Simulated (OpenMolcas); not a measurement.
**Ta²⁺ among point charges: CASSCF levels and susceptibility**

Aim: the splitting of the states of Ta²⁺ in the field of 5 point charges, its lowest levels with spin-orbit coupling and its magnetic susceptibility.

Method: state-averaged CASSCF, spin-orbit coupling by RASSI with atomic mean-field integrals. Code: OpenMolcas 26.06.

1 further run of the same task is left out (it didn't finish).

## 1. Starting point

```
Species                           : Ta²⁺ (tantalum, Z = 73, 71 electrons)
Basis                             : ANO-RCC-VDZP [7s6p4d2f1g], 68 functions
Scalar Hamiltonian                : DKH2, point nucleus
Inactive shells                   : 1s 2s 2p 3s 3p 3d 4s 4p 4d 4f 5s 5p
Active space                      : 3 electrons in 5 orbitals (5d)
Some configurations of this space : 5d3
Orbitals                          : optimised for each spin and parity, averaged over all roots
```

The outer shells:

5d3
```
5d [↑ ][↑ ][↑ ][  ][  ]
```

The ion sits among 5 point charges of -1 e arranged as a trigonal bipyramid (D3h), 2.26 Å from the ion, with the axial distance 2.305 Å. The active orbitals were held to one l.

The work runs as a chain of OpenMolcas steps in one folder; each step below is one input file. Labels, J, g values, rates, χT and fits are worked out afterwards by a script from the matrices that RASSI stores.

## 2. Basis and integrals

The input, a.inp:

```
&GATEWAY
Coord
1

Ta 0.0 0.0 0.0
Basis=ANO-RCC-VDZP
Group=NoSym
NoMove
AngMom=0.0 0.0 0.0
AMFI
XField
5 Angstrom 0
2.260000 0.000000 0.000000 -1.000000
-1.130000 1.957217 0.000000 -1.000000
-1.130000 -1.957217 0.000000 -1.000000
0.000000 0.000000 2.305200 -1.000000
0.000000 0.000000 -2.305200 -1.000000
&SEWARD
```

Launch:

```bash
OMP_NUM_THREADS=1 MOLCAS_MEM=1689 MOLCAS_PROJECT=a pymolcas a.inp > a.log
```

## 3. Reference wave functions, quartets, 10 roots

The input, a.inp:

```
&RASSCF
FileOrb=start.orb
Symmetry=1
Spin=4
nActEl=3 0 0
Inactive=34
Ras2=5
CIRoot=10 10 1
SDav=10
CIMx=300
Iter=120 100
PrWF=0.3
OrbListing=Nothing
MaxOrb=0
SupSym
1
20 10 11 12 13 14 19 20 21 22 23 35 36 37 38 39 48 49 50 51 52
>>> COPY $Project.JobIph JOB001
```

start.orb holds the contracted functions of the basis, ordered by shell, or the orbitals of the step before.

## 4. CASSCF: doublets, 40 roots

The input, a.inp:

```
&RASSCF
FileOrb=start.orb
Symmetry=1
Spin=2
nActEl=3 0 0
Inactive=34
Ras2=5
CIRoot=40 40 1
SDav=40
CIMx=300
Iter=120 100
PrWF=0.3
OrbListing=Nothing
MaxOrb=0
SupSym
1
20 10 11 12 13 14 19 20 21 22 23 35 36 37 38 39 48 49 50 51 52
>>> COPY $Project.JobIph JOB002
```

## 5. RASSI: spin-orbit coupling between the states

The input, a.inp:

```
&RASSI
NrOfJobIphs=2 10 40
1 2 3 4 5 6 7 8 9 10
1 2 3 4 5 6 7 8 9 10 11 12 13 14 15 16 17 18 19 20 21 22 23 24 25 26 27
28 29 30 31 32 33 34 35 36 37 38 39 40
IphNames
JOB001
JOB002
EJob
SpinOrbit
DIPRint=1.0
SOCoupling=1000.0
Subsets=2
Property=9
'ANGMOM' 1 'ANGMOM' 2 'ANGMOM' 3 'MLTPL  1' 1 'MLTPL  1' 2 'MLTPL  1' 3
'AMFI' 1 'AMFI' 2 'AMFI' 3
SOProperty=3
'ANGMOM' 1 'ANGMOM' 2 'ANGMOM' 3
```

**Question.** What will these runs give? Wanted: spin-free ground state; first state of the same spin within the active space; lowest level; next level.

As calculated:

| quantity | value |
| --- | --- |
| method | CASSCF |
| spin-free ground state | 4E, 2-fold in its orbital part |
| first state of the same spin within the active space | 4E at 4790 cm⁻¹ |
| lowest level | 2-fold E1/2, g = 0.36, 0.36, 1.68 |
| next level | 797.0 cm⁻¹ |
| χT at 300 K | 0.24 cm³ K/mol |
| effective moment at 300 K | 1.39 μB |

**Reading.** The spin-free ground state (4E) comes to 100 % from free-ion F terms and keeps the highest spin of the shell. χT at 300 K is 0.24, against 1.88 cm³ K/mol for the spin alone, so spin-orbit coupling lowers it. The field of point charges can differ much from that of real complexes. This is an electrostatic model: the charges have no orbitals.
